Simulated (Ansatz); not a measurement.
Working through a relaxation driven by ASE of BiPd₃, space group Fm-3m

Computed with Ansatz 0.2.0, Python API.

Notebook, run cell by cell (the value of a cell's last expression is shown):

In [1]:
```python
import warnings

import ansatz as az
from ase import Atoms
from ase.calculators.calculator import Calculator, all_changes
from ase.optimize import BFGSLineSearch
import numpy as np
```

In [2]:
```python
class DFT(Calculator):
    implemented_properties = ["energy", "free_energy", "forces"]

    def calculate(self, atoms=None, properties=("energy",), system_changes=all_changes):
        super().calculate(atoms, properties, system_changes)
        bare = self.atoms.copy()
        bare.set_constraint()
        bare.set_momenta(None)
        job = (
            az.Crystal.from_ase(bare).calculation()
            .functional(az.Functional.PBESOL)
            .basis(34 * az.Ry)
            .kpoints(5, 5, 5)
            .occupations(az.OccupationsMethod.METHFESSEL_PAXTON, width=0.1)
            .forces()
        )
        report = job.run(threads=1, pin="off").report
        self.results["free_energy"] = report["lagrangian_ev"]
        self.results["energy"] = report.get("lagrangian_sigma0_ev", report["lagrangian_ev"])
        self.results["forces"] = np.array(report["forces_ev_ang"])
```

In [3]:
```python
warnings.simplefilter("ignore")
atoms = Atoms(
    ["Bi", "Pd", "Pd", "Pd"],
    cell=[(0.0, 3.26308638, 3.26308638), (3.26308638, 0.0, 3.26308638), (3.26308638, 3.26308638, 0.0)],
    scaled_positions=[
        (0.5, 0.5, 0.5),
        (0.75, 0.75, 0.75),
        (0.25, 0.25, 0.25),
        (0.0, 0.0, 0.0),
    ],
    pbc=True,
)
atoms.rattle(0.1, seed=25)
atoms.calc = DFT()
before = atoms.get_potential_energy(), atoms.get_volume()
optimiser = BFGSLineSearch(atoms, logfile=None)
```

In [4]:
```python
def tell():
    fmax = np.linalg.norm(atoms.get_forces(), axis=1).max()
    print(f"step {optimiser.nsteps:2d}  E = {atoms.get_potential_energy():.5f} eV  fmax = {fmax:.4f}  V = {atoms.get_volume():.3f} A^3")
```

In [5]:
```python
optimiser.attach(tell)
met = optimiser.run(fmax=0.02, steps=12)
print("threshold met:", bool(met), " energy gained:", round(before[0] - atoms.get_potential_energy(), 5), "eV")
print("cell lengths and angles:", np.round(atoms.cell.cellpar(), 3))
np.round(atoms.get_scaled_positions(), 4)
```
```text
step  0  E = -32962.58266 eV  fmax = 1.1697  V = 69.489 A^3
step  1  E = -32962.77874 eV  fmax = 0.5181  V = 69.489 A^3
step  2  E = -32962.84944 eV  fmax = 0.2020  V = 69.489 A^3
step  3  E = -32962.85605 eV  fmax = 0.0627  V = 69.489 A^3
step  4  E = -32962.85687 eV  fmax = 0.0262  V = 69.489 A^3
step  5  E = -32962.85701 eV  fmax = 0.0041  V = 69.489 A^3
threshold met: True  energy gained: 0.27435 eV
cell lengths and angles: [ 4.615  4.615  4.615 60.    60.    60.   ]
```
Out [5]:
```text
array([[0.4915, 0.4829, 0.5162],
       [0.7414, 0.733 , 0.7662],
       [0.2414, 0.233 , 0.2661],
       [0.9913, 0.983 , 0.0162]])
```

Total energies depend on the potentials; only differences at equal settings carry meaning. A total without «per atom» is that of the whole cell that was run. The mesh is modest for a metal, so energies can be off by several to tens of meV an atom and pressures by half a GPa or more; differences at equal mesh fare better. Spin-orbit coupling, which matters for elements this heavy, is left out. The structure comes from a database of computed cells and needn't be a stable or known phase. Run time: 80 s on 1 thread of Arm Neoverse V2, with other jobs on the host, peak memory 0.53 GiB.
